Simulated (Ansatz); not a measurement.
**Be (fcc type): how the settings move a single-point run**

Aim: see which settings change the result for Be (fcc type), by how much, and at what cost.

Computed with Ansatz 0.2.0 (reference: DFT, LDA, PAW with Ansatz's default frozen-core files, scalar-relativistic, unless a step's input says otherwise).

1 further run of the same task is left out (it didn't finish). Runs told in other sessions of the task aren't counted.

## (1) Starting point

Symmetry: Fm-3m, No. 225, cubic system. Conventional cell: a = 3.107 Å, b = 3.107 Å, c = 3.107 Å, α = 90.00°, β = 90.00°, γ = 90.00°. Be (site symmetry m-3m) is surrounded by 12 Be at 2.20 Å.

Structure file:

```
CELL_PARAMETERS angstrom
0.00000 1.55332 1.55332
1.55332 0.00000 1.55332
1.55332 1.55332 0.00000
ATOMIC_POSITIONS crystal
Be 0.00000 0.00000 0.00000
```

## (2) The reference run

Contents of input.yaml:

```yaml
crystal:
  lattice:
    - [0.0, 1.5533224679, 1.5533224679]
    - [1.5533224679, 0.0, 1.5533224679]
    - [1.5533224679, 1.5533224679, 0.0]
  atoms:
    - { symbol: Be, position: [0.0, 0.0, 0.0] }
kpoints:
  mp_grid: { grid: [21, 21, 21] }
  band_path:
    path:
      - [0.0, 0.0, 0.0]
      - [0.5, 0.0, 0.5]
      - [0.625, 0.25, 0.625]
      - [0.375, 0.375, 0.75]
      - [0.0, 0.0, 0.0]
      - [0.5, 0.5, 0.5]
      - [0.5, 0.25, 0.75]
      - [0.5, 0.0, 0.5]
    npoints: 8
scf:
  occupations: { method: fermi_dirac, width: 0.05 }
hamiltonian:
  xc: lda
  pseudopotentials: { kind: paw }
output:
  forces: true
  stress: true
  eigenvalues: true
  populations: true
  dos: { projected: true, de: 0.2, e_range: [-14, 8] }
```

The run is started by

```console
$ ansatz run input.yaml --threads 1 --pin off --max-ram 2048MiB --backend cpu --events-out ev --progress --plain --runs-dir out
```

## (3) Changing settings: mp_grid.grid [32, 32, 32], ecutwfc 29.4 Ry, spin_polarized true

Changes to input.yaml since step 2:

```diff
@@ -8,3 +8,3 @@
 kpoints:
-  mp_grid: { grid: [21, 21, 21] }
+  mp_grid: { grid: [32, 32, 32] }
   band_path:
@@ -30,2 +30,5 @@
   populations: true
-  dos: { projected: true, de: 0.2, e_range: [-14, 8] }
+basis:
+  ecutwfc: "29.4 Ry"
+magnetization:
+  spin_polarized: true
```

Q: Predict the outcome of this session. Wanted: for each run, ending; energy change; pressure; gap; force.

The runs gave:

```
                                                               run     ending  energy change  pressure (GPa)  gap (eV)  force (eV/Å)  cycles   time
                                                         reference  converged              0             0.0      0.00          0.00       6  1.6 s
1: mp_grid.grid [32, 32, 32], ecutwfc 29.4 Ry, spin_polarized true  converged  -0.3 meV/atom             0.0      0.00          0.00       7  7.3 s
```

Times don't compare one to one where runs were asked for different outputs or read a saved state (see the inputs); cycles may leave out searches for a lower state.

Residual by cycle in the longest SCF loop of each run; runs are numbered as in the table. The quantity is the density residual dr2, in eV.

```
cycle  reference    run 1
    1     2.8e-4  0.00148
    2     6.8e-5   8.6e-4
    3     1.1e-8   4.2e-4
    4    7.4e-11   2.1e-4
    5    3.1e-13   5.5e-8
    6    3.2e-16   4.8e-9
    7          -  5.4e-13
```

With the changed k-point mesh, cutoff and spin polarisation the energy stays within 0.5 meV/atom: no moment was seeded, so none could form, and both runs end non-magnetic. Run 1 ran under the cutoff that the potentials recommend, as the log warns, so basis error is mixed into its values.
